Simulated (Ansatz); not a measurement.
# CH₉NSi (built from SMILES CN[SiH3].[H][H]): search for a transition state

Is there a first-order saddle for this four-centre ligand exchange, which should form Si1–H8, N2–H7 and break Si1–N2, H7–H8, and which two structures does it connect?

The runs use Ansatz 0.2.0, Gaussian basis; PBE0-D4, def2-SVP first, then def2-TZVP.

152 further runs of the same task are left out: 152 set aside as unsound or not needed.

## 1. The starting structure

The guess: 12 atoms, charge 0, spin multiplicity 1.

Atoms are counted from 1 here; the program's logs count them from 0.

Bond lengths: Si1–N2 1.843 Å, Si1–H4 1.446 Å, Si1–H5 1.445 Å, Si1–H6 1.487 Å, N2–C3 1.450 Å, N2–H7 1.241 Å, N2–H9 1.014 Å, C3–H10 1.092 Å, C3–H11 1.088 Å, C3–H12 1.093 Å. Angles: N2–Si1–H4 108.9°, N2–Si1–H5 110.8°, N2–Si1–H6 99.8°, H4–Si1–H5 126.5°, H4–Si1–H6 103.6°, H5–Si1–H6 103.3°, Si1–N2–C3 117.5°, Si1–N2–H7 82.7°, Si1–N2–H9 113.3°, C3–N2–H7 117.4°, C3–N2–H9 109.7°, H7–N2–H9 114.2°, N2–C3–H10 111.1°, N2–C3–H11 108.2°, N2–C3–H12 111.6°, H10–C3–H11 108.7°, H10–C3–H12 108.7°, H11–C3–H12 108.5°.

Coordinates:

```
Si    0.1163    0.5902    1.2437
N     0.4325    0.0279   -0.4831
C    -0.3030   -1.1295   -0.9555
H     1.0781    1.6137    1.5878
H    -1.3015    0.6127    1.5235
H     0.5940   -0.6043    1.9897
H    -0.0239    1.1469   -0.7639
H    -0.4911    2.1004   -0.2196
H     1.4181   -0.0835   -0.6939
H    -0.1290   -1.2980   -2.0198
H    -1.3637   -0.9432   -0.8013
H    -0.0267   -2.0334   -0.4076
```

Distances that are to change: Si1–H8 2.19 Å, N2–H7 1.24 Å, Si1–N2 1.84 Å, H7–H8 1.19 Å.

## 2. Constrained relaxation of the guess

Input file hold/in.yaml:

```yaml
crystal:
  periodic: [false, false, false]
  atoms:
    - {symbol: Si, position_ang: [0.116300, 0.590200, 1.243700]}
    - {symbol: N, position_ang: [0.432500, 0.027900, -0.483100]}
    - {symbol: C, position_ang: [-0.303000, -1.129500, -0.955500]}
    - {symbol: H, position_ang: [1.078100, 1.613700, 1.587800]}
    - {symbol: H, position_ang: [-1.301500, 0.612700, 1.523500]}
    - {symbol: H, position_ang: [0.594000, -0.604300, 1.989700]}
    - {symbol: H, position_ang: [-0.023900, 1.146900, -0.763900]}
    - {symbol: H, position_ang: [-0.491100, 2.100400, -0.219600]}
    - {symbol: H, position_ang: [1.418100, -0.083500, -0.693900]}
    - {symbol: H, position_ang: [-0.129000, -1.298000, -2.019800]}
    - {symbol: H, position_ang: [-1.363700, -0.943200, -0.801300]}
    - {symbol: H, position_ang: [-0.026700, -2.033400, -0.407600]}
basis:
  gaussian: {orbitals: def2-SVP}
hamiltonian: {xc: pbe0, dispersion: d4}
relax: {f_tol: 0.04, max_steps: 150, escape_saddle: false, constraints: [{distance: [0, 7]}, {distance: [1, 6]}, {distance: [0, 1]}, {distance: [6, 7]}]}
```

Launch:

```
$ ansatz run in.yaml --threads 4 --pin off --events-out ev --progress --plain --max-ram 9574MiB
```

Further steps of the session: Force constants to start from; Saddle search in the small basis; Saddle search in triple zeta; Checking the order of the point; Relaxing after a step of 0.30 Å one way along the mode; Relaxing after a step of 0.30 Å the other way along the mode.

Before running it: what results should come out? Wanted: imaginary mode; barrier from the start side; barrier from the end side; energy of the step; pairs that change; zero-point energy at the saddle.

The runs gave:

```
                       quantity                                                     value
                 imaginary mode                                                1350i cm⁻¹
    barrier from the start side                                                  1.796 eV
      barrier from the end side                                                  1.703 eV
             energy of the step                                                 +0.093 eV
              pairs that change  Si1–H8 formed, N2–H7 formed, Si1–N2 broken, H7–H8 broken
zero-point energy at the saddle                                                  2.538 eV
```

One imaginary mode, 1350i cm⁻¹, makes this a first-order saddle. It joins the planned start and end. At PBE0-D4/def2-TZVP the electronic barrier is 1.796 eV, about 70 kT at 298 K, and the step runs 0.093 eV uphill. The barrier is thin enough for tunnelling; the leading (Wigner) term alone is a factor of 2.8 at 298 K. A step off the saddle overshot and began above it in energy, so the link to its end is likely but not proven.
